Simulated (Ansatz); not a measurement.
A run of Ansatz 0.2.0 is set up as follows.

Contents of input.yaml:

```yaml
crystal:
  lattice:
    - [2.9499978604, 0.0, 0.0]
    - [-1.4749989302, 2.5547730882, 0.0]
    - [0.0, 0.0, 26.715]
  atoms:
    - { symbol: Ti, position: [0.6666666667, 0.3333333334, 0.2807411567] }
    - { symbol: Ti, position: [0.3333333333, 0.6666666666, 0.368444694] }
    - { symbol: Ti, position: [0.6666666667, 0.3333333334, 0.4561482313] }
    - { symbol: Ti, position: [0.3333333333, 0.6666666666, 0.5438517687] }
    - { symbol: Ti, position: [0.6666666667, 0.3333333334, 0.631555306] }
    - { symbol: Ti, position: [0.3333333333, 0.6666666666, 0.7192588433] }
hamiltonian:
  xc: pbe
  pseudopotentials: { kind: paw }
kpoints:
  mp_grid: { grid: [10, 10, 1] }
scf:
  occupations: { method: fermi_dirac, width: 0.05 }
output:
  forces: true
  eigenvalues: true
  write_density: true
  write_potential: true
  elf: true
  volumetric_format: npy
efield:
  axis: 3
  dipole_correction: true
  ramp_width: 0.04
```

Potentials or basis: Ansatz PAW.

Run with:

```bash
$ ansatz run input.yaml --threads 4 --pin off --max-ram 11264MiB --backend cpu --events-out ev --progress --plain --runs-dir out
```

(1) Estimate the work function of the upper face.

(2) What does it give for the dipole across the slab?

## Answers

(1) 4.42 eV.

(2) 0.000 e·Å.
